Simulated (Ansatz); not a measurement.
**C₁₀H₃₀Ge₄: geometry, orbitals and charge**

Aim: characterise C₁₀H₃₀Ge₄ as a singlet: its structure, frontier levels and distribution of charge.

Computed with Ansatz 0.2.0, Gaussian basis. Level: RKS PBE0-D4/def2-TZVP.

Plan: relaxation at PBE-D4/def2-SVP; a single point at PBE0-D4/def2-TZVP.

### Step 1. The system as given

SMILES `[CH3][Ge]([CH3])([CH3])[Ge]([CH3])([CH3])[Ge]([CH3])([CH3])[Ge]([CH3])([CH3])[CH3]`, 44 atoms, charge 0, spin multiplicity 1.

Atoms are counted from 1 here; the program's logs count them from 0.

Bond lengths: C1–Ge2 1.992 Å, C1–H15 1.086 Å, C1–H16 1.086 Å, C1–H17 1.086 Å, Ge2–C3 1.991 Å, Ge2–C4 1.989 Å, Ge2–Ge5 2.459 Å, C3–H18 1.086 Å, C3–H19 1.086 Å, C3–H20 1.087 Å, C4–H21 1.086 Å, C4–H22 1.086 Å, C4–H23 1.086 Å, Ge5–C6 1.994 Å, Ge5–C7 1.994 Å, Ge5–Ge8 2.458 Å, C6–H24 1.087 Å, C6–H25 1.087 Å and more. Angles: Ge2–C1–H15 110.9°, Ge2–C1–H16 110.0°, Ge2–C1–H17 111.1°, H15–C1–H16 108.2°, H15–C1–H17 108.3°, H16–C1–H17 108.3°, C1–Ge2–C3 107.2°, C1–Ge2–C4 107.3°, C1–Ge2–Ge5 112.5°, C3–Ge2–C4 108.3°, C3–Ge2–Ge5 110.2°, C4–Ge2–Ge5 111.1°, Ge2–C3–H18 110.6°, Ge2–C3–H19 111.0°, Ge2–C3–H20 110.5°, H18–C3–H19 108.3°, H18–C3–H20 108.2°, H19–C3–H20 108.1° and more.

The start is a GFN2-xTB geometry.

### Step 2. Relaxation at PBE-D4/def2-SVP

in.yaml

```yaml
crystal:
  periodic: [false, false, false]
  atoms:
    - {symbol: C, position_ang: [4.489660, -0.001220, -1.547280]}
    - {symbol: Ge, position_ang: [3.137710, 0.176890, -0.095280]}
    - {symbol: C, position_ang: [3.518540, -1.248210, 1.241590]}
    - {symbol: C, position_ang: [3.429050, 1.942860, 0.772700]}
    - {symbol: Ge, position_ang: [0.832950, -0.032000, -0.927270]}
    - {symbol: C, position_ang: [0.329900, 1.612320, -1.937560]}
    - {symbol: C, position_ang: [0.720580, -1.517610, -2.251870]}
    - {symbol: Ge, position_ang: [-0.831740, -0.388540, 0.845270]}
    - {symbol: C, position_ang: [-0.335540, 0.747200, 2.406640]}
    - {symbol: C, position_ang: [-0.711450, -2.267240, 1.500920]}
    - {symbol: Ge, position_ang: [-3.138120, 0.109850, 0.152350]}
    - {symbol: C, position_ang: [-3.513440, -0.699920, -1.626650]}
    - {symbol: C, position_ang: [-4.489430, -0.609680, 1.426300]}
    - {symbol: C, position_ang: [-3.437850, 2.072950, 0.020800]}
    - {symbol: H, position_ang: [4.356860, 0.772520, -2.297610]}
    - {symbol: H, position_ang: [5.490620, 0.093430, -1.135880]}
    - {symbol: H, position_ang: [4.412370, -0.967530, -2.036510]}
    - {symbol: H, position_ang: [4.541440, -1.173060, 1.599760]}
    - {symbol: H, position_ang: [2.851500, -1.170050, 2.095370]}
    - {symbol: H, position_ang: [3.386320, -2.231420, 0.798480]}
    - {symbol: H, position_ang: [3.287210, 2.746410, 0.055960]}
    - {symbol: H, position_ang: [2.734400, 2.093590, 1.593370]}
    - {symbol: H, position_ang: [4.440280, 2.011780, 1.163460]}
    - {symbol: H, position_ang: [1.030500, 1.795750, -2.747670]}
    - {symbol: H, position_ang: [-0.663840, 1.499700, -2.363240]}
    - {symbol: H, position_ang: [0.324680, 2.482210, -1.286750]}
    - {symbol: H, position_ang: [1.383710, -1.328700, -3.091570]}
    - {symbol: H, position_ang: [-0.294210, -1.608610, -2.628890]}
    - {symbol: H, position_ang: [1.002310, -2.463840, -1.799350]}
    - {symbol: H, position_ang: [-0.337590, 1.799780, 2.138160]}
    - {symbol: H, position_ang: [-1.034260, 0.602380, 3.225910]}
    - {symbol: H, position_ang: [0.659890, 0.487460, 2.757020]}
    - {symbol: H, position_ang: [0.304380, -2.492530, 1.813280]}
    - {symbol: H, position_ang: [-0.992410, -2.970470, 0.722370]}
    - {symbol: H, position_ang: [-1.372640, -2.415490, 2.350240]}
    - {symbol: H, position_ang: [-4.535860, -0.497590, -1.932940]}
    - {symbol: H, position_ang: [-2.845810, -0.301740, -2.385230]}
    - {symbol: H, position_ang: [-3.378040, -1.777170, -1.590490]}
    - {symbol: H, position_ang: [-5.491060, -0.370580, 1.080720]}
    - {symbol: H, position_ang: [-4.360040, -0.177970, 2.414150]}
    - {symbol: H, position_ang: [-4.408070, -1.688700, 1.513560]}
    - {symbol: H, position_ang: [-2.746480, 2.527590, -0.682320]}
    - {symbol: H, position_ang: [-4.450750, 2.280490, -0.312920]}
    - {symbol: H, position_ang: [-3.296240, 2.544740, 0.988920]}
basis:
  gaussian: {orbitals: def2-SVP, fitting: {mean_field: def2-universal-jkfit}}
hamiltonian: {xc: pbe, dispersion: d4}
scf: {lower_state_search: "off"}
output: {orbitals: {seedname: orbitals}}
relax: {f_tol: 0.03, max_steps: 70}
```

Command:

```console
ansatz run in.yaml --threads 2 --pin off --events-out ev --progress --plain --max-ram 32768MiB --backend cuda --devices 0, --max-vram 18GiB
```

The runs that follow: Single point, PBE0-D4/def2-TZVP.

Q: Predict the results of all the runs planned. Wanted: point group; commonest bond, hydrogen aside; HOMO, LUMO at PBE0-D4/def2-TZVP; dipole at PBE-D4/def2-SVP.

As calculated:

| quantity | value |
| --- | --- |
| point group | C2 |
| commonest bond, hydrogen aside | C–Ge, 10 of mean length 1.983 Å |
| HOMO, LUMO at PBE0-D4/def2-TZVP | -6.20, 0.29 eV |
| dipole at PBE-D4/def2-SVP | 0.01 D |

The molecule keeps its bonding pattern by the stored test; the atoms moved 0.09 Å (rms). No usable vibrations, so a minimum isn't proven. The point group is read from a loosely relaxed geometry; soft torsions can leave it below the true symmetry.
